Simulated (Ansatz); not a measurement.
# CHClGa: the cost of one run

The runs use Ansatz 0.2.0, Gaussian basis; cc-pVTZ, core rule «outside noble gas», up to 20 orbitals frozen.

The runs, in order: UHF; CCSD(T) on ROHF; CCSD(T) on UHF; BCCD(T) on ROHF; CCSDT(Q) on ROHF; CCSDT(Q) on UHF.

5 further runs of the same task are left out: 5 set aside as unsound or not needed. Runs told in other sessions of the task aren't counted.

**1. The system**

The geometry is a PBE0/def2-TZVP stationary point (not a proven minimum) of the parent state, kept for this charge and spin. No spin-orbit coupling is included. The filled d shell of Ga may be among the frozen orbitals whatever the setting's name suggests.

4 atoms, charge 0, spin multiplicity 4.

Atoms are counted from 1 here; the program's logs count them from 0.

Bond lengths: Cl1–C2 1.726 Å, C2–Ga3 2.034 Å, C2–H4 1.091 Å. Angles: Cl1–C2–Ga3 113.0°, Cl1–C2–H4 110.2°, Ga3–C2–H4 136.8°.

Geometry (Å):

```xyz
4
charge 0, multiplicity 4
Cl    0.0000   -0.2243    1.9932
C     0.0000    0.8739    0.6620
Ga    0.0000   -0.0640   -1.1423
H     0.0000    1.9032    1.0230
```

**2. UHF**

Contents of in.yaml:

```yaml
crystal:
  periodic: [false, false, false]
  atoms:
    - {symbol: Cl, position_ang: [0.000000, -0.224282, 1.993212]}
    - {symbol: C, position_ang: [0.000000, 0.873891, 0.661996]}
    - {symbol: Ga, position_ang: [0.000000, -0.064009, -1.142342]}
    - {symbol: H, position_ang: [0.000000, 1.903187, 1.023017]}
basis:
  gaussian: {orbitals: cc-pVTZ}
magnetization: {spin_polarized: true, initial_magnetization: 3}
hamiltonian: {xc: hf}
output: {orbitals: {seedname: orbitals}}
```

Run with:

```console
> ansatz run in.yaml --threads 1 --pin off --events-out ev --progress --plain --max-ram 4096MiB --backend cpu
```

**Question.** How long does this run take on 1 thread of AMD EPYC 7R13, shared host, and how much memory does it need?

About 12 s, with a peak of 0.48 GiB.
